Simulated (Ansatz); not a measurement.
C₂H₇FSi₂, SMILES C=C([SiH3])[SiH2]F, a rigid torsion scan

With the Ansatz DFT code, driven from Python.

The cells in order, each with its output:

**Cell 1**
```python
import ansatz as az
from ase import Atoms
```

**Cell 2**
```python
atoms = Atoms(["C", "C", "Si", "Si", "F", "H", "H", "H", "H", "H", "H", "H"], positions=[
    [-1.0521, 0.3528, 1.3266],
    [-0.2665, 0.0801, 0.3106],
    [0.8755, -1.3389, 0.2904],
    [-0.026, 1.0178, -1.2843],
    [-1.1317, 2.2268, -1.2503],
    [-1.7693, 1.2712, 1.2537],
    [-1.1261, -0.1829, 2.236],
    [0.636, -2.2431, -0.824],
    [0.7933, -2.0762, 1.6202],
    [2.3076, -0.8588, 0.1932],
    [-0.4553, 0.1402, -2.4132],
    [1.2916, 1.5558, -1.4248],
])

# start the scan from a relaxed geometry
first = (
    az.Crystal.molecule_from_ase(atoms).calculation()
    .basis(gaussian="def2-SVP")
    .functional("r2scan")
    .relax(force_tolerance=0.02, max_steps=80)
)
atoms.positions = first.run(threads=1).report["positions_ang"]
```

**Cell 3**
```python
start = atoms.get_dihedral(0, 1, 2, 7)
energies = {}
for turn in range(0, 121, 20):
    turned = atoms.copy()
    turned.set_dihedral(0, 1, 2, 7, start + turn, indices=[2, 7, 8, 9])
    calc = (
        az.Crystal.molecule_from_ase(turned).calculation()
        .basis(gaussian="def2-SVP")
        .functional("r2scan")
    )
    energies[round((start + turn) % 360)] = calc.run(threads=1).report["free_energy_ev"]
floor = min(energies.values())
print("dihedral C0-C1-Si2-H7 (deg)   E - E(min) (eV)")
for angle, e in sorted(energies.items()):
    print(f"{angle:8d} {(e - floor):14.3f}  " + "#" * int(30 * (e - floor) / max(max(energies.values()) - floor, 1e-9)))
```
Output:
```text
dihedral C0-C1-Si2-H7 (deg)   E - E(min) (eV)
     122          0.000
     142          0.010  #######
     162          0.030  ######################
     182          0.039  ##############################
     202          0.031  #######################
     222          0.014  ##########
     242          0.005  ###
```

The scan is rigid and the energies are electronic, in a modest basis. With rigid groups the curve can differ much from the relaxed path, the start wasn't checked as a minimum of this torsion, and equivalent turns needn't return to the same energy. The whole script took 110 s on 1 thread of Arm Neoverse V1 (shared host), peak memory 0.25 GiB.
